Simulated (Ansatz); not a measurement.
# WH+ (septet): from Hartree-Fock to the top rungs, def2-QZVPP

One table from this session's results is given with a row withheld; the runs are named, their logs left out.

Program: Ansatz 0.2.0, Gaussian basis. Level of theory: def2-QZVPP, core rule «outside noble gas», up to 4 orbitals frozen. These are calculated values, not measurements.

To be run: UHF; ROHF; CCSD(T) on UHF.

**What is computed**

The geometry is a PBE0/def2-TZVP stationary point (not a proven minimum). No spin-orbit coupling is included. Elements past krypton take def2 core potentials.

2 atoms, charge 1, spin multiplicity 7.

Atoms are counted from 1 here; the program's logs count them from 0.

Bond lengths: W1–H2 2.059 Å.

The first run:

Input file in.yaml:

```yaml
crystal:
  periodic: [false, false, false]
  atoms:
    - {symbol: W, position_ang: [0.000000, 0.000000, 0.000000]}
    - {symbol: H, position_ang: [0.000000, 0.000000, 2.059000]}
basis:
  gaussian: {orbitals: "def2-QZVPP.json"}
total_charge: 1
magnetization: {spin_polarized: true, initial_magnetization: 6}
hamiltonian: {xc: hf}
output: {orbitals: {seedname: orbitals}}
```

Launch:

```bash
ansatz run in.yaml --threads 1 --pin off --events-out ev --progress --plain --max-ram 4096MiB --backend cpu
```

Steps of the session up to this table: UHF; ROHF; CCSD(T) on UHF.

One table of the session follows, with a row left open; its other results are not shown here.

| method | from UCCSD(T) (meV) |
| --- | --- |
| ROHF | ? |
| UHF | +1945.1 |
| UMP2 | +284.0 |
| UCCSD | +42.9 |
| UCCSD(T) | 0 |

**Question.** Estimate the row for ROHF.

As computed: from UCCSD(T) (meV): +2081.3. In the column «from UCCSD(T) (meV)» it is the highest.
